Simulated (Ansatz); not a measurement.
# Ag on several prototypes: a ranking of structure types by relaxed energy

Computed with Ansatz 0.2.0 through its Python package.

Notebook, run cell by cell (the value of a cell's last expression is shown):

```python
import ansatz
import numpy as np
import spglib
from tabulate import tabulate
```

```python
config = {
    "cutoff": 510,
    "functional": "pbesol",
    "k_spacing": 0.15,
    "filling": "fermi_dirac",
    "smearing_width": 0.1,
}
```

```python
def sc(first, a):
    return (
        ansatz.Lattice.cubic(a)
        .space_group(221)
        .atom(first, (0, 0, 0))
    )


def bcc(a_site, a):
    return ansatz.Crystal.bcc(a_site, a=a)
```

```python
def fcc(A, a):
    return (
        ansatz.Lattice.fcc(a)
        .space_group(225)
        .atom(A, (0, 0, 0))
        .primitive()
    )
```

```python
def diamond(A, a):
    return (
        ansatz.Lattice.fcc(a)
        .space_group(227, origin_choice=1)
        .atom(A, (0, 0, 0))
        .primitive()
    )
```

```python
def compute(name, crystal):
    calc = (
        crystal.calculation()
        .basis(config["cutoff"])
        .functional(config["functional"])
        .kpoints(spacing=config["k_spacing"])
        .occupations(config["filling"], width=config["smearing_width"])
        .stress()
        .band_table()
    )
    calc = calc.relax(force_tolerance=0.02, cell=True)
    return calc.run(threads=1)
```

```python
def pressure_gpa(outcome):
    return float(np.trace(outcome.report["stress_gpa"]) / 3)
```

```python
def space_group(outcome):
    sites = outcome.report["lattice"]["sites"]
    kinds = sorted({site["symbol"] for site in sites})
    cell = (outcome.lattice.cell_ang, [site["position_frac"] for site in sites], [kinds.index(site["symbol"]) for site in sites])
    return spglib.get_spacegroup(cell, symprec=0.01)
```

```python
def volume_per_atom(outcome):
    return abs(np.linalg.det(outcome.lattice.cell_ang)) / len(outcome.lattice.sites)
```

```python
# starting lattice constants are rough guesses; the relaxation finds the rest
phases = {}
phases["sc"] = sc("Ag", 2.66)
phases["bcc"] = bcc("Ag", 3.24)
phases["fcc"] = fcc("Ag", 4.09)
phases["diamond"] = diamond("Ag", 5.62)
```

```python
done = {}
for name, crystal in phases.items():
    try:
        done[name] = compute(name, crystal)
    except ansatz.NonConvergedError as error:
        print(name, "did not converge:", str(error)[:120])
```

```python
energy = {name: o.report["energy_sigma0_ev"] / len(o.lattice.sites) for name, o in done.items()}
lowest = min(energy.values())
rows = [(name, len(o.lattice.sites), 1000 * (energy[name] - lowest), pressure_gpa(o), space_group(o), volume_per_atom(o)) for name, o in done.items()]
rows.sort(key=lambda row: row[2])
print(tabulate(rows, headers=["phase", "atoms", "dE (meV/atom)", "P (GPa)", "space group", "V (A^3/atom)"], floatfmt=".4f", tablefmt="simple"))
```

    phase      atoms    dE (meV/atom)    P (GPa)  space group      V (A^3/atom)
    -------  -------  ---------------  ---------  -------------  --------------
    fcc            1           0.0000    -0.0058  Fm-3m (225)           16.6628
    bcc            1          35.5834    -0.0447  Im-3m (229)           16.7696
    sc             1         402.1678    -0.0397  Pm-3m (221)           19.3660
    diamond        2         989.9068     0.0186  Fd-3m (227)           27.5029

By space group at the end of each run: Fm-3m (+0 meV an atom, 16.7 Å³), Im-3m (+36 meV an atom, 16.8 Å³), Pm-3m (+402 meV an atom, 19.4 Å³) and Fd-3m (+990 meV an atom, 27.5 Å³).

Pressure is positive in compression. The cells are built on prototypes, so most aren't the phase found in nature. Rows bear the name of their start, and a relaxation keeps or raises the symmetry. Differences under 10 to 15 meV an atom lie within the error of mesh and functional. Finished in 31 s on 1 thread of AMD EPYC 9R45 96-Core Processor (Zen 5), on a shared host, peak memory 0.6 GiB.
